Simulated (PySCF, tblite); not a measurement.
# C5H8FGa: geometry, infrared bands and NMR shifts

Aim: predict the infrared bands and NMR shifts of C5H8FGa (`C=C[CH2][Ga]([F])[CH]=C`).

The runs use tblite 0.8.0 and PySCF 2.14.0, with density-fitted response routines of our own; the level of theory stands in each step. All values are computed, except where a source is named. Atoms count from 0, in the outputs and in this text.

## (1) The starting structure

15 atoms, charge 0, multiplicity 1; geometry from: force field or distance geometry start.

Bonds of the start (Å): C0–C1 1.33, C1–C2 1.50, C2–Ga3 2.06, Ga3–F4 1.98, Ga3–C5 2.13, C5–C6 1.33, C0–H7 1.09, C0–H8 1.08, C1–H9 1.10, C2–H10 1.10, C2–H11 1.10, C5–H12 1.07, C6–H13 1.09, C6–H14 1.10.

## (2) Relaxing the molecule with GFN2-xTB

The job: settings as JSON, then the geometry in Å.

```
{"job": {"kind": "relax", "xc": "GFN2-xTB", "basis": "xTB"}, "charge": 0, "multiplicity": 1}
C     -2.687800     0.509100    -0.558300
C     -1.903700    -0.516300    -0.862400
C     -0.489600    -0.302800    -1.315900
Ga     0.502600    -1.303200     0.187000
F     -0.243900    -1.445500     2.018100
C      2.114600     0.054300     0.494700
C      2.889100    -0.392000     1.480600
H     -3.696700     0.280400    -0.219600
H     -2.349800     1.536300    -0.645400
H     -2.301400    -1.534800    -0.739600
H     -0.244900    -0.906500    -2.205500
H     -0.294800     0.771700    -1.440500
H      2.296100     0.965700    -0.038700
H      3.782800     0.117000     1.831500
H      2.622800    -1.331200     1.992000
```

Run with:

```console
$ OMP_NUM_THREADS=1 python probes_run.py task.json out
```

This one command runs all jobs of the session in turn.

**Question.** This job is followed by: GFN2-xTB harmonic vibrations, gas phase; GIAO PBE0/pcSseg-1 NMR shielding, non-relativistic, gas phase. What will the session give for the following? strongest single infrared mode (GFN2-xTB); zero-point energy (GFN2-xTB); ¹³C shifts against TMS (PBE0/pcSseg-1); ¹H shifts against TMS (PBE0/pcSseg-1, means over atoms taken as alike); ¹⁹F shifts against CFCl3 (PBE0/pcSseg-1); shieldings of Ga (PBE0/pcSseg-1); surface potential, 1st and 99th percentile.

As calculated:

| quantity | value |
| --- | --- |
| strongest single infrared mode (GFN2-xTB) | 454 cm⁻¹, 76 km/mol |
| zero-point energy (GFN2-xTB) | 67.7 kcal/mol |
| ¹³C shifts against TMS (PBE0/pcSseg-1) | 147.9, 147.4, 143.9, 117.9, 34.2 ppm |
| ¹H shifts against TMS (PBE0/pcSseg-1, means over atoms taken as alike) | 6.87, 6.72, 6.63, 6.62, 5.30, 5.14, 2.45 ppm |
| ¹⁹F shifts against CFCl3 (PBE0/pcSseg-1) | -143.1 ppm |
| shieldings of Ga (PBE0/pcSseg-1) | Ga3 1433.2 ppm |
| surface potential, 1st and 99th percentile | -1.68 V and 2.39 V |

The optimisation took 92 steps and gained 1.225 eV; among the close pairs (by a distance rule), Ga3–F4 changed most, from 1.983 to 1.770 Å. No mode is imaginary among the 39: a minimum at this level. The strongest single mode, at 454 cm⁻¹, is spread over many atoms; the largest shares are those of F4, Ga3. Unscaled tight-binding wavenumbers are off by several per cent, some by more. Its intensities can rank the bands wrongly. At PBE0/pcSseg-1: The largest span, 469 ppm, is at Ga3, where the paramagnetic term is -1207 ppm. By nearest atom (PBE0/pcSseg-1), the HOMO sits on C0 31 %; C1 19 % and the LUMO on Ga3 43 %; C6 17 %. Spin-orbit coupling is left out, which matters for shieldings and couplings at and beside the heavy atoms.
